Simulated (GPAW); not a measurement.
Crystal: Ni3Pt.

```xyz
4
Lattice="-1.8149 1.8149 3.6034 1.8149 -1.8149 3.6034 1.8149 1.8149 -3.6034" Properties=species:S:1:pos:R:3 pbc="T T T"
Pt    0.0000    0.0000    0.0000
Ni    0.0000    0.0000    3.6034
Ni    1.8149    0.0000    1.8017
Ni    0.0000    1.8149    1.8017
```

The cell comes from a database or a generator and needn't be the stable form of this composition.

Base run:

* Program: GPAW 26.7.0
* Functional: LDA
* Potentials or basis: the program's PAW data sets (release 1.2.1) made for this functional
* Cutoff: 600 eV
* Basis: pw
* k mesh: 7 × 7 × 7
* Occupations: fermi-dirac, width 0.05 eV
* Spin: collinear spin, ferromagnetic start
* Starting moments: [0.0, 1.0, 1.0, 1.0] μB

Its results: pressure -10.2 GPa; net moment 2.19 μB per cell; site moments Pt +0.35; Ni +0.61, +0.66 μB.

Problem. The run is repeated on the same cell with these changes: functional from LDA to PBEsol; potentials or basis from the program's PAW data sets (release 1.2.1) made for this functional to PAW data sets generated in the run's folder for this functional. What comes out?

Solution. Pressure -2.3 GPa; net moment 2.25 μB per cell; site moments Pt +0.36; Ni +0.64, +0.69 μB.

Caveats: the stock nickel data set gives pressures a few GPa off other programs.

Not every run made on this cell is shown here.
